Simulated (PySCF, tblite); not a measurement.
# C7H12OSi2: geometry, infrared bands and NMR shifts

Wanted: the infrared bands and NMR shifts of C7H12OSi2 (`C=C[Si@H](C#CC)C(=C)O[SiH3]`), by calculation.

Programs: tblite 0.8.0 and PySCF 2.14.0, with density-fitted response routines of our own. Each step states its level of theory. These are calculated values for one molecule in the gas phase, unless marked as measured. Atoms count from 0, in the outputs and in this text.

## Step 1: The starting structure

22 atoms, charge 0, multiplicity 1; geometry from: force field or distance geometry start.

Bonds of the start (Å): C0–C1 1.34, C1–Si2 1.83, Si2–C3 1.84, C3–C4 1.20, C4–C5 1.46, Si2–C6 1.86, C6–C7 1.32, C6–O8 1.39, O8–Si9 1.70, C0–H10 1.11, C0–H11 1.09, C1–H12 1.08, Si2–H13 1.46, C5–H14 1.12, C5–H15 1.12, C5–H16 1.10, C7–H17 1.09, C7–H18 1.09, Si9–H19 1.49, Si9–H20 1.47, Si9–H21 1.45.

## Step 2: Optimising the geometry with GFN2-xTB

The job: settings as JSON, then the geometry in Å.

```
{"job": {"kind": "relax", "xc": "GFN2-xTB", "basis": "xTB"}, "charge": 0, "multiplicity": 1}
C     -2.684800    -2.432600     0.599000
C     -1.779800    -1.820500    -0.176500
Si    -0.547100    -0.729500     0.624900
C     -1.096400     1.022200     0.446300
C     -1.436600     2.169500     0.340400
C     -1.837300     3.562900     0.163200
C      1.151200    -0.891800    -0.108000
C      1.409900    -1.789800    -1.034400
O      2.107900    -0.026400     0.405300
Si     3.601100     0.370000    -0.312700
H     -3.444800    -3.100900     0.148700
H     -2.740300    -2.289800     1.680300
H     -1.790900    -2.011100    -1.243500
H     -0.401200    -0.982400     2.057700
H     -1.053700     4.077300    -0.444200
H     -1.888500     4.058800     1.164500
H     -2.795400     3.569600    -0.371200
H      2.420300    -1.864800    -1.437400
H      0.645900    -2.468100    -1.421400
H      3.581200     1.825000    -0.611000
H      4.709700     0.183700     0.639600
H      3.859300    -0.412000    -1.511000
```

On the command line:

```
OMP_NUM_THREADS=1 python probes_run.py task.json out
```

The driver reads the jobs from task.json and runs them one after another.

**Question.** This job is followed by: GFN2-xTB harmonic vibrations, gas phase; GIAO PBE0/pcSseg-1 NMR shielding, non-relativistic, gas phase. What will the session give for the following? strongest single infrared mode (GFN2-xTB); zero-point energy (GFN2-xTB); 13C shifts against TMS (PBE0/pcSseg-1); 1H shifts against TMS (PBE0/pcSseg-1, means over atoms taken as alike); 29Si shifts against TMS (PBE0/pcSseg-1); 17O shifts against H2O (PBE0/pcSseg-1); surface potential, 1st and 99th percentile.

The runs gave:

| quantity | value |
| --- | --- |
| strongest single infrared mode (GFN2-xTB) | 2220 cm⁻¹, 437 km/mol |
| zero-point energy (GFN2-xTB) | 97.9 kcal/mol |
| 13C shifts against TMS (PBE0/pcSseg-1) | 170.0, 143.7, 141.9, 113.3, 107.3, 83.5, 6.1 ppm |
| 1H shifts against TMS (PBE0/pcSseg-1, means over atoms taken as alike) | 6.47, 6.46, 6.19, 5.00, 4.98, 4.83, 4.77, 2.09 ppm |
| 29Si shifts against TMS (PBE0/pcSseg-1) | -47.2, -55.4 ppm |
| 17O shifts against H2O (PBE0/pcSseg-1) | 106.2 ppm |
| surface potential, 1st and 99th percentile | -1.18 V and 1.02 V |

Over 165 steps the energy fell by 0.504 eV; of the close pairs, O8–Si9 changed most, 1.704 to 1.621 Å. No mode is imaginary among the 60: a minimum at this level. The strongest single mode, at 2220 cm⁻¹, moves mainly H20 and H21. GFN2-xTB is a fitted tight-binding method: band positions and strengths are rough. Its intensities can rank the bands wrongly. At PBE0/pcSseg-1: The widest tensor belongs to C4: span 283 ppm, with a paramagnetic part of -203 ppm. At PBE0/pcSseg-1, counted by nearest atom on the grid, the HOMO lies on C7 37 %; C6 23 %, the LUMO on C0, C1 about 25 % each; Si2 8 %.
